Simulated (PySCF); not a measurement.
# C₅H₁₁PSi: electronic excitations

Aim: predict the electronic excitations of C₅H₁₁PSi (`C#CCP(C)[SiH2]C`).

The runs use PySCF 2.14.0, with density-fitted response routines of our own; the level of theory stands in each step. All values are computed, except where a source is named. Atoms are numbered from 0 throughout.

## (1) The starting structure

18 atoms, charge 0, multiplicity 1; geometry from: GFN2-xTB.

Bonds of the start (Å): C0–C1 1.20, C1–C2 1.44, C2–P3 1.88, P3–C4 1.85, P3–Si5 2.25, Si5–C6 1.90, C0–H7 1.05, C2–H8 1.09, C2–H9 1.10, C4–H10 1.09, C4–H11 1.09, C4–H12 1.09, Si5–H13 1.47, Si5–H14 1.47, C6–H15 1.08, C6–H16 1.09, C6–H17 1.09.

## (2) TDDFT and polarisability: CAM-B3LYP/def2-SVPD

What the job is given:

```
{"job": {"kind": "uv", "xc": "CAM-B3LYP", "basis": "def2-SVPD", "nstates": 8, "ntriplets": 3}, "charge": 0, "multiplicity": 1}
C      1.956530     1.509521     0.721759
C      1.575825     0.877226    -0.222208
C      1.094121     0.082028    -1.319951
P     -0.094594    -1.278828    -0.806069
C      0.964321    -2.119496     0.455792
Si    -1.447092    -0.142210     0.585741
C     -2.144582     1.359053    -0.344068
H      2.300348     2.083221     1.529664
H      0.566295     0.712568    -2.041801
H      1.933647    -0.398734    -1.834049
H      0.340602    -2.803982     1.026452
H      1.426514    -1.396236     1.125273
H      1.740017    -2.693847    -0.049736
H     -0.826216     0.301211     1.842617
H     -2.524158    -1.085882     0.917805
H     -2.954528     1.812807     0.216933
H     -1.382695     2.117502    -0.499275
H     -2.533115     1.070397    -1.316536
```

Method: TDDFT CAM-B3LYP/def2-SVPD, vertical, gas phase, core orbitals frozen in the response.

Run with:

```console
$ OMP_NUM_THREADS=1 python probes_run.py task.json out
```

One launch serves the whole session: the jobs run in the order shown.

Predict these results of the whole session: lowest singlet (CAM-B3LYP/def2-SVPD); brightest single state of those computed; lowest triplet.

**Answer**, as computed:

| quantity | value |
| --- | --- |
| lowest singlet (CAM-B3LYP/def2-SVPD) | 5.67 eV (219 nm), f = 0.034 |
| brightest single state of those computed | state 7, 7.03 eV, f = 0.093 |
| lowest triplet | 4.94 eV |

**Reading.** The lowest singlet, at 5.67 eV, is HOMO→LUMO 0.74, HOMO→LUMO+2 0.14 and is weak; of the 8 states computed, the strongest absorption comes from state 7 at 7.03 eV. The lowest triplet lies 0.73 eV below the lowest singlet (triplets in Tamm-Dancoff, singlets in full TDDFT).
